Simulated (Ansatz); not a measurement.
**C₂H₆FMoNO₂: basis-set convergence**

Aim: see how fast density functionals converge with the basis set for C₂H₆FMoNO₂.

Method: one geometry, several basis sets; program: Ansatz 0.2.0, Gaussian basis.

The runs, in order: PBE0-D4/def2-SVP; ωB97M-V/def2-SVP; PBE0-D4/def2-QZVPP; ωB97M-V/def2-QZVPP; the functionals' def2-TZVPP values are taken from earlier runs.

### 1 Structure used throughout

The geometry comes from an earlier relaxation with PBE0-D4 in a triple-zeta def2 set; it is a stationary point, not always the lowest conformer. Mo takes the def2 core potential; no spin-orbit term is included.

SMILES `C[N](C)[Mo](=[O])(=[O])[F]`, 13 atoms, charge 0, spin multiplicity 1.

Atoms are counted from 1 here; the program's logs count them from 0.

Bond lengths: C1–N2 1.449 Å, C1–H8 1.096 Å, C1–H9 1.090 Å, C1–H10 1.096 Å, N2–C3 1.449 Å, N2–Mo4 1.905 Å, C3–H11 1.096 Å, C3–H12 1.096 Å, C3–H13 1.090 Å, Mo4–O5 1.681 Å, Mo4–O6 1.680 Å, Mo4–F7 1.861 Å. Angles: N2–C1–H8 110.3°, N2–C1–H9 110.9°, N2–C1–H10 110.3°, H8–C1–H9 108.5°, H8–C1–H10 108.3°, H9–C1–H10 108.5°, C1–N2–C3 113.7°, C1–N2–Mo4 123.2°, C3–N2–Mo4 122.9°, N2–C3–H11 110.2°, N2–C3–H12 110.3°, N2–C3–H13 110.9°, H11–C3–H12 108.3°, H11–C3–H13 108.5°, H12–C3–H13 108.5°, N2–Mo4–O5 107.8°, N2–Mo4–O6 107.7°, N2–Mo4–F7 108.6° and more.

### 2 PBE0-D4 in def2-SVP

File in.yaml:

```yaml
crystal:
  periodic: [false, false, false]
  atoms:
    - {symbol: C, position_ang: [-0.692238, -0.435226, 1.284950]}
    - {symbol: N, position_ang: [0.006391, -0.118479, 0.055790]}
    - {symbol: C, position_ang: [1.062223, -1.054818, -0.272904]}
    - {symbol: Mo, position_ang: [-0.336668, 1.453988, -0.962992]}
    - {symbol: O, position_ang: [1.107653, 1.924723, -1.681895]}
    - {symbol: O, position_ang: [-0.917470, 2.629075, 0.088556]}
    - {symbol: F, position_ang: [-1.608466, 1.053872, -2.261837]}
    - {symbol: H, position_ang: [-1.206781, -1.398204, 1.191606]}
    - {symbol: H, position_ang: [-1.430492, 0.330664, 1.520798]}
    - {symbol: H, position_ang: [0.017144, -0.503901, 2.117993]}
    - {symbol: H, position_ang: [0.643423, -2.051965, -0.449216]}
    - {symbol: H, position_ang: [1.779546, -1.124076, 0.553242]}
    - {symbol: H, position_ang: [1.596035, -0.740253, -1.169293]}
basis:
  gaussian: {orbitals: def2-SVP}
hamiltonian: {xc: pbe0, dispersion: d4}
output: {orbitals: {seedname: orbitals}}
```

Command:

```
$ ansatz run in.yaml --threads 2 --pin off --events-out ev --progress --plain --max-ram 32768MiB --backend cpu
```

Output:

```text
Functional definition: PBE0
  name "PBE0"
  cite "Adamo & Barone, J. Chem. Phys. 110, 6158 (1999) doi:10.1063/1.478522"
  cite "Perdew, Burke & Ernzerhof, Phys. Rev. Lett. 77, 3865 (1996) doi:10.1103/PhysRevLett.77.3865"
  parent pbe
  parameter a = 0.25
  parameter kappa = 0.804
  parameter beta = 0.06672455060314922
  exchange = (1 - a)*pbe_x(kappa = kappa, mu = beta*pi^2/3) + a*exact_x
  correlation = pbe_c(beta = beta)
1612 factors; their error is unknown
mean field evaluation 1: about -12294.7164 eV, gradient 9.8e1 eV
mean field evaluation 2: about -12132.2036 eV, gradient 2.9e2 eV
mean field evaluation 4: about -12312.0099 eV, gradient 2.4e1 eV
mean field evaluation 8: about -12313.1328 eV, gradient 3.0e-1 eV
mean field evaluation 16: about -12313.1577 eV, gradient 4.9e-4 eV
mean field -12313.15773806 eV, -452.5002007158 hartree, gradient 3.4e-5 eV, S^2 0.000000; 0 other end points of the search recorded, 0 dependent functions left out
reference -12313.15779151 eV, -452.5002026797 hartree; 32, 32 occupied and 113, 113 virtual orbitals, 1612 factors
Total energy: -12313.45017739 eV, -452.5109476627 hartree
```

It took 3.5 s on 2 threads of AMD EPYC 7R13, shared host.

### 3 ωB97M-V in def2-SVP

Changes to in.yaml since step 2:

```diff
@@ -18,3 +18,3 @@
   gaussian: {orbitals: def2-SVP}
-hamiltonian: {xc: pbe0, dispersion: d4}
+hamiltonian: {xc: {name: wB97M-V}}
 output: {orbitals: {seedname: orbitals}}
```

Same command.

Output, shortened:

```text
Functional definition: wB97M-V
  name "wB97M-V"
  cite "Mardirossian & Head-Gordon, J. Chem. Phys. 144, 214110 (2016) doi:10.1063/1.4952647"
  cite "Becke, J. Chem. Phys. 107, 8554 (1997) doi:10.1063/1.475007"
  cite "Vydrov & Van Voorhis, J. Chem. Phys. 133, 244103 (2010) doi:10.1063/1.3521275"
  # Of w^i u^j: cxij and so on, Table III.
[...]
  gx(w, u) = 1 - cx + cx01*u + cx10*w
  gss(w, u) = css00 + css04*u^4 + css10*w + css20*w^2 + css43*w^4*u^3
  gos(w, u) = cos00 + cos10*w + (cos20 + cos21*u)*w^2 + (cos60 + cos61*u)*w^6
[...]
      + integral(e_c_pw_mod_opposite_spin*gos(b97_w_opposite, b97_u_opposite)) + vv10(b, c)
1591 factors; their error is unknown
356 factors; integrals over basis functions are off by at most 8.1e-6 eV
[...]
mean field -12318.10496452 eV, -452.6820079346 hartree, gradient 3.6e-5 eV, S^2 0.000000; 0 other end points of the search recorded, 0 dependent functions left out
reference -12318.10504786 eV, -452.6820109972 hartree; 32, 32 occupied and 113, 113 virtual orbitals, 1591 factors
Total energy: -12318.10504786 eV, -452.6820109972 hartree
```

Run time: 12 s. Hardware: 2 threads of AMD EPYC 7R13, shared host.

### 4 PBE0-D4 in def2-QZVPP

Changes to in.yaml since step 3:

```diff
@@ -17,4 +17,4 @@
 basis:
-  gaussian: {orbitals: def2-SVP}
-hamiltonian: {xc: {name: wB97M-V}}
+  gaussian: {orbitals: "def2-QZVPP.json"}
+hamiltonian: {xc: pbe0, dispersion: d4}
 output: {orbitals: {seedname: orbitals}}
```

Command:

```
$ ansatz run in.yaml --threads 2 --pin off --events-out ev --progress --plain --max-ram 32768MiB --backend cuda --devices 0, --max-vram 18GiB
```

Output:

```text
Functional definition: PBE0
  name "PBE0"
  cite "Adamo & Barone, J. Chem. Phys. 110, 6158 (1999) doi:10.1063/1.478522"
  cite "Perdew, Burke & Ernzerhof, Phys. Rev. Lett. 77, 3865 (1996) doi:10.1103/PhysRevLett.77.3865"
  parent pbe
  parameter a = 0.25
  parameter kappa = 0.804
  parameter beta = 0.06672455060314922
  exchange = (1 - a)*pbe_x(kappa = kappa, mu = beta*pi^2/3) + a*exact_x
  correlation = pbe_c(beta = beta)
1890 factors; their error is unknown
mean field evaluation 1: about -12304.1235 eV, gradient 1.1e2 eV
mean field evaluation 2: about -12127.1104 eV, gradient 3.4e2 eV
mean field evaluation 4: about -12325.1237 eV, gradient 3.3e1 eV
mean field evaluation 8: about -12326.9434 eV, gradient 3.1e-1 eV
mean field evaluation 16: about -12326.9645 eV, gradient 2.3e-3 eV
mean field -12326.96452076 eV, -453.0075906213 hartree, gradient 5.5e-5 eV, S^2 0.000000; 0 other end points of the search recorded, 0 dependent functions left out
reference -12326.96456584 eV, -453.0075922779 hartree; 32, 32 occupied and 571, 571 virtual orbitals, 1890 factors
Total energy: -12327.25695172 eV, -453.0183372609 hartree
```

Wall time 8 s (1 × H100 (card shared with other runs) with 2 threads of AMD EPYC 7R13, shared host); peak host memory 1.2 GiB.

### 5 ωB97M-V in def2-QZVPP

Changes to in.yaml since step 4:

```diff
@@ -18,3 +18,3 @@
   gaussian: {orbitals: "def2-QZVPP.json"}
-hamiltonian: {xc: pbe0, dispersion: d4}
+hamiltonian: {xc: {name: wB97M-V}}
 output: {orbitals: {seedname: orbitals}}
```

Launched as before.

Output, shortened:

```text
Functional definition: wB97M-V
  name "wB97M-V"
  cite "Mardirossian & Head-Gordon, J. Chem. Phys. 144, 214110 (2016) doi:10.1063/1.4952647"
  cite "Becke, J. Chem. Phys. 107, 8554 (1997) doi:10.1063/1.475007"
  cite "Vydrov & Van Voorhis, J. Chem. Phys. 133, 244103 (2010) doi:10.1063/1.3521275"
  # Of w^i u^j: cxij and so on, Table III.
[...]
  gx(w, u) = 1 - cx + cx01*u + cx10*w
  gss(w, u) = css00 + css04*u^4 + css10*w + css20*w^2 + css43*w^4*u^3
  gos(w, u) = cos00 + cos10*w + (cos20 + cos21*u)*w^2 + (cos60 + cos61*u)*w^6
[...]
      + integral(e_c_pw_mod_opposite_spin*gos(b97_w_opposite, b97_u_opposite)) + vv10(b, c)
1836 factors; their error is unknown
470 factors; integrals over basis functions are off by at most 2.7e-5 eV
[...]
mean field -12332.30318642 eV, -453.2037829655 hartree, gradient 6.5e-5 eV, S^2 0.000000; 0 other end points of the search recorded, 0 dependent functions left out
reference -12332.30326159 eV, -453.2037857279 hartree; 32, 32 occupied and 571, 571 virtual orbitals, 1836 factors
Total energy: -12332.30326159 eV, -453.2037857279 hartree
```

Run time: 12 s. Hardware: 1 × H100 (card shared with other runs) with 2 threads of AMD EPYC 7R13, shared host; peak host memory 1.3 GiB.

### 6 Density functionals: the series

The def2-TZVPP values come from earlier runs at the same geometry.

```
functional       basis  functions  energy (eV)  from the largest (eV)  HOMO (eV)  LUMO (eV)
   PBE0-D4    def2-SVP        145  -12313.4502                 13.807      -7.81      -2.02
   PBE0-D4  def2-TZVPP        326  -12326.5700                  0.687      -7.83      -2.02
   PBE0-D4  def2-QZVPP        603  -12327.2570                  0.000      -7.85      -2.03
   ωB97M-V    def2-SVP        145  -12318.1050                 14.198     -10.01       0.11
   ωB97M-V  def2-TZVPP        326  -12331.6353                  0.668     -10.04       0.11
   ωB97M-V  def2-QZVPP        603  -12332.3033                  0.000     -10.06       0.07
```

### 7 What came out

| quantity | value |
| --- | --- |
| PBE0-D4: double and triple zeta above quadruple | 13.81, 0.69 eV |
| ωB97M-V: double and triple zeta above quadruple | 14.20, 0.67 eV |

What this shows: PBE0-D4 gains 13.12 eV from double to triple zeta, then 0.69 eV more. Total energies overstate the basis error of differences, where much of it tends to cancel.
